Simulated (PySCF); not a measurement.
Runs of PySCF 2.14.0 on FC2SeH. The cell holds a molecule in a box, 5 atoms: a = 12.000 Å, b = 12.000 Å, c = 12.000 Å, α = 90.00°, β = 90.00°, γ = 90.00°. 

| task | level | frozen core bands | conv_tol | grid for exchange and correlation | three-centre integrals | three-body dispersion term | gap on the mesh (eV) |
| --- | --- | --- | --- | --- | --- | --- | --- |
| atomic charges | rSCAN+D4 | - | 1e-07 Ha | Becke, atom-centred | read from an earlier run's file | yes | (a) |
| excitation energies (Tamm-Dancoff) | PBE0 | 12 | 1e-08 Ha | Becke, atom-centred | read from an earlier run's file | - | (b) |
| atomic charges | PBE | - | 1e-07 Ha | Becke, atom-centred | - | - | 2.50 |
| atomic charges | TM | - | 1e-07 Ha | Becke, atom-centred | read from an earlier run's file | - | 2.71 |
| MP2 correlation energy | HF | 12 | 1e-08 Ha | - | read from an earlier run's file | - | 11.00 |
| atomic charges | MN15-L+D3 | - | 1e-07 Ha | Becke, atom-centred | read from an earlier run's file | no | 3.23 |

Alike in all rows: potentials or basis def2-svp (all-electron); no spin polarisation; cell as given; k mesh 1 × 1 × 1; smearing fixed.

Q: Estimate the missing entries.

A: (a) 2.79; (b) 4.64.

Caveats: this is a molecule in a periodic box at the Γ point, so its band gap is the HOMO-LUMO gap; relativity is left out, which matters for the heavier elements; the basis of atomic orbitals isn't converged, which shifts pressures, moduli and gaps; the basis is small and the box finite, so much correlation energy is missing and levels can be off by tenths of an eV (some runs); the iterative solver can pass over a root and still report convergence (some runs).

A k mesh can miss the band edges, and the runs leave out spin-orbit coupling on Se.
